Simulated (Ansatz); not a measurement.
# Cu3Au13: the cost of one run

All numbers below are computed with Ansatz 0.2.0 (DFT PBE, scalar-relativistic, plane waves, PAW).

## Step 1: The starting structure

The cell holds 16 atoms (Au13Cu3): a = 6.687 Å, b = 6.611 Å, c = 6.544 Å, α = 90.14°, β = 91.07°, γ = 88.52°.

13 Au, 3 Cu were thrown into a skewed cell at random, at 1.05 times a reference volume of the solid, and pushed apart as soft spheres.

Structure file:

```cif
data_structure
_symmetry_space_group_name_H-M 'P 1'
_symmetry_Int_Tables_number 1
_cell_length_a 6.6868
_cell_length_b 6.6111
_cell_length_c 6.5444
_cell_angle_alpha 90.144
_cell_angle_beta 91.068
_cell_angle_gamma 88.524
_cell_volume 289.16
loop_
_atom_site_label
_atom_site_type_symbol
_atom_site_fract_x
_atom_site_fract_y
_atom_site_fract_z
_atom_site_occupancy
Au1 Au 0.22187 0.47179 0.51094 1
Au2 Au 0.29419 0.46287 0.94897 1
Au3 Au 0.74209 0.91917 0.02506 1
Au4 Au 0.82982 0.51097 0.39595 1
Au5 Au 0.06137 0.20335 0.23730 1
Au6 Au 0.19840 0.88858 0.58378 1
Au7 Au 0.30723 0.98748 0.97317 1
Au8 Au 0.67856 0.32595 0.05728 1
Au9 Au 0.81344 0.97354 0.46506 1
Au10 Au 0.93164 0.58737 0.79308 1
Au11 Au 0.96714 0.17421 0.80213 1
Au12 Au 0.45410 0.13165 0.33416 1
Au13 Au 0.48201 0.69378 0.23678 1
Cu1 Cu 0.57963 0.34456 0.65892 1
Cu2 Cu 0.56680 0.74879 0.68450 1
Cu3 Cu 0.08420 0.74004 0.19274 1
```

## Step 2: Langevin stage at 1940 K

The cutoff is lowered while the worst contacts of the packing are taken out. One k point, a Fermi-Dirac width of 0.167 eV and a fixed cell.

input.yaml reads:

```yaml
crystal:
  lattice:
    - [6.685948, 0.085583, -0.06159]
    - [0.085583, 6.610553, -0.007846]
    - [-0.06159, -0.007846, 6.544101]
  atoms:
    - { symbol: Au, position: [0.2218725392, 0.4717853913, 0.5109362332] }
    - { symbol: Au, position: [0.2941858449, 0.4628748736, 0.9489710875] }
    - { symbol: Au, position: [0.7420853551, 0.9191742119, 0.025062546] }
    - { symbol: Au, position: [0.829821642, 0.5109702824, 0.3959536268] }
    - { symbol: Au, position: [0.061367755, 0.2033548923, 0.2373026508] }
    - { symbol: Au, position: [0.1983971454, 0.8885825864, 0.5837753109] }
    - { symbol: Au, position: [0.3072315174, 0.9874828867, 0.9731741335] }
    - { symbol: Au, position: [0.6785601121, 0.3259453839, 0.0572791801] }
    - { symbol: Au, position: [0.8134393843, 0.9735366242, 0.4650563906] }
    - { symbol: Au, position: [0.9316447849, 0.5873697967, 0.7930769116] }
    - { symbol: Au, position: [0.9671440381, 0.1742066567, 0.8021332811] }
    - { symbol: Au, position: [0.4541019035, 0.1316516085, 0.3341605528] }
    - { symbol: Au, position: [0.4820057485, 0.6937776943, 0.236783535] }
    - { symbol: Cu, position: [0.5796331038, 0.3445629847, 0.6589211383] }
    - { symbol: Cu, position: [0.5667986595, 0.748785434, 0.684500575] }
    - { symbol: Cu, position: [0.0841995486, 0.740037975, 0.1927416663] }
  symmetry: { detect: false }
basis:
  ecutwfc: 320
  xc_grid: 1
kpoints:
  mp_grid: { grid: [1, 1, 1], shift: [0.25, 0.25, 0.25] }
hamiltonian:
  xc: pbe
scf:
  occupations: { method: fermi_dirac, width: 0.1672 }
  lower_state_search: "off"
  convergence: { dr2_threshold: 1.0e-05 }
output:
  forces: true
  stress: true
md:
  timestep: 3.0
  n_steps: 24
  ensemble: nvt_langevin
  friction: 0.03
  temperature: 1940.0
  initial_velocities: maxwell_boltzmann
  seed: 61330
```

On the command line:

```sh
$ ansatz run input.yaml --threads 2 --pin off --max-ram 5120MiB --backend cpu --events-out ev --progress --plain --runs-dir out
```

What time and memory should one allow on 2 threads of Arm Neoverse V2, shared host?

About 47 s, with a peak of 0.49 GiB.
